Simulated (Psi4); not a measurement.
# [GeH3]− (SMILES [H][Ge-]([H])[H]): HF/6-311G(d,p) (sweep point 6)

What is the vertical electron affinity of [GeH3]− at HF/6-311G** (sweep point 6)? 

Program for the calculation: Psi4 1.11.

### Step 1. The molecule

The species is [GeH3]− (4 atoms), meant as a singlet with charge -1. SMILES: `[H][Ge-]([H])[H]`. The shape comes from GFN2-xTB, which is rough for such elements, and wasn't checked as a minimum.

Bond lengths: Ge1–H2 1.752 Å, Ge1–H3 1.754 Å, Ge1–H4 1.756 Å. Angles: H2–Ge1–H3 89.1°, H2–Ge1–H4 89.3°, H3–Ge1–H4 89.6°.

### Step 2. A single-point energy at HF/6-311G(d,p) (sweep point 6)

Contents of input.in:

```
memory 1.6 GB

molecule {
  -1 1
  Ge    -0.01421074     0.01096041     1.45132856
  H      2.68709606    -0.05945078    -0.46190576
  H     -1.28021386     2.36115610    -0.51347638
  H     -1.39267146    -2.31268463    -0.47592752
  units au
  symmetry c1
}

set basis 6-311G**
set puream true
set scf_type pk

energy_value, wavefunction = energy('hf', return_wfn=True)
print_variables()
```

Launch:

```console
$ psi4 -i input.in -o input.out -n 1
```

input.out:

```text
[...]
  Running in c1 symmetry.
[...]
  Nuclear repulsion =   29.605012028104341
[...]
  Multiplicity = 1
[...]
  Nalpha       = 18
  Nbeta        = 18
[...]
    Number of basis functions: 62
[...]
   @RHF iter   1: -2075.18856505910935   -2.70436e+00   5.05592e-02 DIIS/ADIIS
[...]
   @RHF iter   8: -2077.02474338184629   -8.38249e-08   5.30143e-07 DIIS
[...]
    Orbital Energies [Eh]
    ---------------------
    Doubly Occupied:
       1A   -404.992637     2A    -51.898373     3A    -45.986432
       4A    -45.986431     5A    -45.985782     6A     -6.940689
       7A     -4.915719     8A     -4.915715     9A     -4.912765
      10A     -1.385573    11A     -1.385569    12A     -1.382019
      13A     -1.382000    14A     -1.379652    15A     -0.434717
      16A     -0.186102    17A     -0.185519    18A     -0.094785
[...]
  @RHF Final Energy: -2077.02474338184629
   => Energetics <=
    Nuclear Repulsion Energy =             29.6050120281043405
    One-Electron Energy =               -2964.5587304872951790
    Two-Electron Energy =                 857.9289750773444894
    Total Energy =                      -2077.0247433818462923
[...]
 Multipole Moments:
 ------------------------------------------------------------------------------------
     Multipole            Electronic (a.u.)      Nuclear  (a.u.)        Total (a.u.)
 ------------------------------------------------------------------------------------
 L = 1.  Multiply by 2.5417464519 to convert [e a0] to [Debye]
 Dipole X            :         -0.0358227            0.0307843           -0.0050383
 Dipole Y            :          0.0317665           -0.0237535            0.0080130
 Dipole Z            :          3.9550538           -3.1439633            0.8110905
 Magnitude           :                                                    0.8111457
[...]
```

Run time: 1.9 s. Hardware: 1 thread of AMD EPYC 7R13 (Zen 3), shared host; peak memory 0.23 GiB.

### Step 3. Doublet [GeH3]2−, same level

Contents of geh3.inp:

```
memory 1.6 GB

molecule m {
  -2 2
  Ge    -0.01421074     0.01096041     1.45132856
  H      2.68709606    -0.05945078    -0.46190576
  H     -1.28021386     2.36115610    -0.51347638
  H     -1.39267146    -2.31268463    -0.47592752
  units au
  symmetry c1
}

set globals {
  basis 6-311G**
  reference uhf
  puream true
  scf_type pk
  maxiter 150
}

E = energy('scf')
```

Launch:

```console
$ psi4 -n 1 geh3.inp geh3.out
```

geh3.out:

```text
[...]
  Running in c1 symmetry.
[...]
  Nuclear repulsion =   29.605012028104341
[...]
  Multiplicity = 2
[...]
  Nalpha       = 19
  Nbeta        = 18
[...]
    Number of basis functions: 62
[...]
   @UHF iter   1: -2074.65026240010866   -2.16605e+00   5.16754e-02 ADIIS/DIIS
[...]
   @UHF iter  15: -2076.73482914164015   -9.60617e-08   6.83935e-07 DIIS
[...]
   @S^2 Observed:                7.578696468E-01
[...]
    Orbital Energies [Eh]
    ---------------------
    Alpha Occupied:
       1A   -404.797791     2A    -51.702370     3A    -45.790798
       4A    -45.790775     5A    -45.790142     6A     -6.744659
       7A     -4.720449     8A     -4.719871     9A     -4.717507
      10A     -1.191125    11A     -1.189595    12A     -1.187155
      13A     -1.186726    14A     -1.184512    15A     -0.240940
      16A     -0.010948    17A     -0.003970    18A      0.086738
      19A      0.279248
    Alpha Virtual:
      20A      0.463588    21A      0.482281    22A      0.604186
      23A      0.608930    24A      0.610493    25A      0.829009
[...]
  @UHF Final Energy: -2076.73482914164015
   => Energetics <=
    Nuclear Repulsion Energy =             29.6050120281043405
    One-Electron Energy =               -2971.2712101470328889
    Two-Electron Energy =                 864.9313689772886846
    Total Energy =                      -2076.7348291416401480
  UHF NO Occupations:
  HONO-2 :   17  A 1.9988391
  HONO-1 :   18  A 1.9974250
[...]
 Multipole Moments:
 ------------------------------------------------------------------------------------
     Multipole            Electronic (a.u.)      Nuclear  (a.u.)        Total (a.u.)
 ------------------------------------------------------------------------------------
 L = 1.  Multiply by 2.5417464519 to convert [e a0] to [Debye]
 Dipole X            :          0.3599277            0.0307843            0.3907120
 Dipole Y            :          0.0685257           -0.0237535            0.0447722
 Dipole Z            :          3.5979604           -3.1439633            0.4539971
 Magnitude           :                                                    0.6006445
[...]
```

Run time: 2.3 s. Hardware: 1 thread of AMD EPYC 7R13 (Zen 3), shared host; peak memory 0.23 GiB.

### Step 4. Outcome

Level: HF/6-311G** (sweep point 6).

```
                                                              quantity           value
                                         singlet [GeH3]−: total energy  -2077.02474 Eh
                                          singlet [GeH3]−: HOMO energy        -2.58 eV
                                          singlet [GeH3]−: LUMO energy         8.15 eV
singlet [GeH3]−: HOMO–LUMO gap (to an unbound level, set by the basis)        10.73 eV
                                        doublet [GeH3]2−: total energy  -2076.73483 Eh
                  doublet [GeH3]2−: HOMO energy (highest over α and β)         7.60 eV
                   doublet [GeH3]2−: LUMO energy (lowest over α and β)        12.61 eV
                                                doublet [GeH3]2−: ⟨S²⟩           0.758
                   vertical electron affinity (to the doublet dianion)       -7.889 eV
```

In words: The dianion lies 7.89 eV (761 kJ/mol) above the anion: the electron isn't bound at this level, and such a value depends on the basis. Without diffuse functions anions come out too high. Hartree–Fock misses the correlation that binds many anions. The HOMO (doublet [GeH3]2−) lies at positive energy, 7.60 eV: the electron is unbound at this level or held by a compact basis; values depend on the basis.
